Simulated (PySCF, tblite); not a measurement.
**C4H11B2N: geometry, infrared bands and NMR shifts**

Wanted: the infrared bands and NMR shifts of C4H11B2N (`CB1CCB(C)N1`), by calculation.

The runs use tblite 0.8.0 and PySCF 2.14.0, with density-fitted response routines of our own; the level of theory stands in each step. All values are computed, except where a source is named. Atoms count from 0, in the outputs and in this text.

## (1) Starting geometry

18 atoms, charge 0, multiplicity 1; geometry from: force field or distance geometry start.

Bonds of the start (Å): C0–B1 1.56, B1–C2 1.57, C2–C3 1.51, C3–B4 1.60, B4–C5 1.57, B4–N6 1.52, N6–B1 1.54, C0–H7 1.12, C0–H8 1.12, C0–H9 1.10, C2–H10 1.10, C2–H11 1.11, C3–H12 1.08, C3–H13 1.12, C5–H14 1.11, C5–H15 1.11, C5–H16 1.11, N6–H17 1.04.

## (2) Optimising the geometry with GFN2-xTB

Job settings and geometry (Å):

```
{"job": {"kind": "relax", "xc": "GFN2-xTB", "basis": "xTB"}, "charge": 0, "multiplicity": 1}
C     -2.410300    -0.544200    -0.114900
B     -1.108700     0.193600     0.334700
C     -0.535100     1.622500     0.010900
C      0.699700     1.267500    -0.775800
B      1.099100    -0.215000    -0.324900
C      2.230100    -1.173600    -0.832400
N      0.147400    -0.559000     0.807700
H     -3.088400    -0.689000     0.770600
H     -2.110600    -1.577700    -0.421700
H     -2.934400    -0.072700    -0.960700
H     -1.242800     2.265500    -0.538800
H     -0.241000     2.077500     0.984100
H      0.575400     1.335000    -1.847900
H      1.479900     1.988400    -0.432000
H      1.944300    -2.233200    -0.655200
H      3.141700    -0.991300    -0.222700
H      2.412700    -1.111200    -1.926700
H     -0.067700    -1.576800     0.869300
```

Started as:

```sh
$ OMP_NUM_THREADS=1 python probes_run.py task.json out
```

One launch serves the whole session: the jobs run in the order shown.

**Question.** This job is followed by: GFN2-xTB harmonic vibrations, gas phase; GIAO PBE0/pcSseg-1 NMR shielding, non-relativistic, gas phase. What will the session give for the following? strongest single infrared mode (GFN2-xTB); zero-point energy (GFN2-xTB); ¹³C shifts against TMS (PBE0/pcSseg-1, means over atoms taken as alike); ¹H shifts against TMS (PBE0/pcSseg-1, means over atoms taken as alike); ¹¹B shifts against BF3·OEt2 (PBE0/pcSseg-1, means over atoms taken as alike); ¹⁵N shifts against NH3 (PBE0/pcSseg-1).

The runs gave:

| quantity | value |
| --- | --- |
| strongest single infrared mode (GFN2-xTB) | 1352 cm⁻¹, 691 km/mol |
| zero-point energy (GFN2-xTB) | 95.3 kcal/mol |
| ¹³C shifts against TMS (PBE0/pcSseg-1, means over atoms taken as alike) | 21.2, 4.1 ppm |
| ¹H shifts against TMS (PBE0/pcSseg-1, means over atoms taken as alike) | 6.46, 1.10, 0.64 ppm |
| ¹¹B shifts against BF3·OEt2 (PBE0/pcSseg-1, means over atoms taken as alike) | 62.1 ppm |
| ¹⁵N shifts against NH3 (PBE0/pcSseg-1) | 192.4 ppm |

Relaxing lowered the energy by 1.405 eV in 101 steps; the close pair that moved most is B1–N6, from 1.539 to 1.415 Å. The lowest mode is imaginary (26i cm⁻¹), so the xTB geometry is not a minimum. The strongest single mode, at 1352 cm⁻¹, moves mainly N6, B4 and B1. GFN2-xTB is a fitted tight-binding method: band positions and strengths are rough. Its intensities can rank the bands wrongly. At PBE0/pcSseg-1: The widest tensor belongs to N6: span 225 ppm, with a paramagnetic part of -250 ppm.
